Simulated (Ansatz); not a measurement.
**C₂H₇NSi: up Jacob's ladder to CCSD(T)**

The task here is to estimate one member of a computed series from the others.

Computed with Ansatz 0.2.0, Gaussian basis. Level: functionals in def2-TZVPP, the program's frozen cores in correlated methods.

The runs, in order: LDA (SPW92), PBE-D4, revPBE-D4, BLYP-D4, r2SCAN-D4, B97M-V, PBE0-D4, B3LYP-D4, r2SCANh-D4, r2SCAN0-D4, HSE06-D4, BHLYP-D4, CAM-B3LYP-D4, LC-ωPBE, ωB97X-V, ωB97M-V, B2PLYP, PBE-QIDH; CCSD(T)/def2-SVP; CCSD(T)/def2-TZVPP; MP2/def2-QZVPP; extrapolation to the limit; RPA on PBE.

## Structure used throughout

An earlier PBE0-D4 in a triple-zeta def2 set relaxation fixed the geometry.

SMILES `C[SiH]1CN1`, 11 atoms, charge 0, spin multiplicity 1.

Atoms are counted from 1 here; the program's logs count them from 0.

Bond lengths: C1–Si2 1.860 Å, C1–H5 1.093 Å, C1–H6 1.092 Å, C1–H7 1.093 Å, Si2–C3 1.828 Å, Si2–N4 1.721 Å, Si2–H8 1.481 Å, C3–N4 1.499 Å, C3–H9 1.091 Å, C3–H10 1.087 Å, N4–H11 1.009 Å. Angles: Si2–C1–H5 111.0°, Si2–C1–H6 110.6°, Si2–C1–H7 110.7°, H5–C1–H6 108.4°, H5–C1–H7 107.7°, H6–C1–H7 108.3°, C1–Si2–C3 120.1°, C1–Si2–N4 122.2°, C1–Si2–H8 112.8°, C3–Si2–N4 49.9°, C3–Si2–H8 122.6°, N4–Si2–H8 115.2°, Si2–C3–N4 61.3°, Si2–C3–H9 117.2°, Si2–C3–H10 124.8°, N4–C3–H9 116.8°, N4–C3–H10 114.1°, H9–C3–H10 112.6° and more.

Set-up of the first run:

Contents of in.yaml:

```yaml
crystal:
  periodic: [false, false, false]
  atoms:
    - {symbol: C, position_ang: [-1.036107, 1.301856, 0.023313]}
    - {symbol: Si, position_ang: [0.162001, 0.063827, -0.677748]}
    - {symbol: C, position_ang: [1.268491, -0.872368, 0.436584]}
    - {symbol: N, position_ang: [0.134896, -1.596138, -0.226086]}
    - {symbol: H, position_ang: [-1.988438, 1.272064, -0.512196]}
    - {symbol: H, position_ang: [-1.226722, 1.096969, 1.078725]}
    - {symbol: H, position_ang: [-0.638000, 2.316287, -0.063775]}
    - {symbol: H, position_ang: [0.496059, 0.326955, -2.096489]}
    - {symbol: H, position_ang: [1.173228, -0.684381, 1.506536]}
    - {symbol: H, position_ang: [2.252699, -1.244971, 0.163520]}
    - {symbol: H, position_ang: [-0.532707, -2.037098, 0.388116]}
basis:
  gaussian: {orbitals: def2-TZVPP}
hamiltonian: {xc: lda}
output: {orbitals: {seedname: orbitals}}
```

Run with:

```
> ansatz run in.yaml --threads 2 --pin off --events-out ev --progress --plain --max-ram 4352MiB
```

Steps of the session up to this table: LDA; PBE-D4 (GGA); revPBE-D4 (GGA); BLYP-D4 (GGA); r2SCAN-D4 (meta-GGA); B97M-V (meta-GGA); PBE0-D4 (hybrid); B3LYP-D4 (hybrid); r2SCANh-D4 (hybrid); r2SCAN0-D4 (hybrid); HSE06-D4 (hybrid); BHLYP-D4 (hybrid); CAM-B3LYP-D4 (range-separated); LC-ωPBE (range-separated); ωB97X-V (range-separated); ωB97M-V (range-separated); B2PLYP (double hybrid); PBE-QIDH (double hybrid).

One table of the session follows, with a row left open; its other results are not shown here.

It belongs to the step «Orbital energies across the functionals». 

```
  functional  HOMO (eV)  LUMO (eV)  gap (eV)
 LDA (SPW92)      -5.37      -0.53      4.84
      PBE-D4      -5.24      -0.35      4.89
   revPBE-D4      -5.18      -0.26      4.92
     BLYP-D4      -5.10      -0.25      4.85
   r2SCAN-D4      -5.46       0.00      5.46
      B97M-V      -5.53      -0.13      5.40
     PBE0-D4      -6.52       0.50      7.01
    B3LYP-D4      -6.29       0.25      6.54
  r2SCANh-D4      -5.94       0.29      6.23
  r2SCAN0-D4      -6.67       0.71      7.38
    HSE06-D4      -6.11       0.13      6.24
    BHLYP-D4      -7.69       1.30      8.99
CAM-B3LYP-D4      -7.88       1.45      9.33
     LC-ωPBE          ?          ?         ?
     ωB97X-V      -8.89       2.47     11.36
     ωB97M-V      -8.80       2.14     10.93
```

Estimate the missing values for LC-ωPBE.

The run gave: HOMO (eV): -9.25; LUMO (eV): 2.63; gap (eV): 11.88. In the column «HOMO (eV)» it is the lowest.
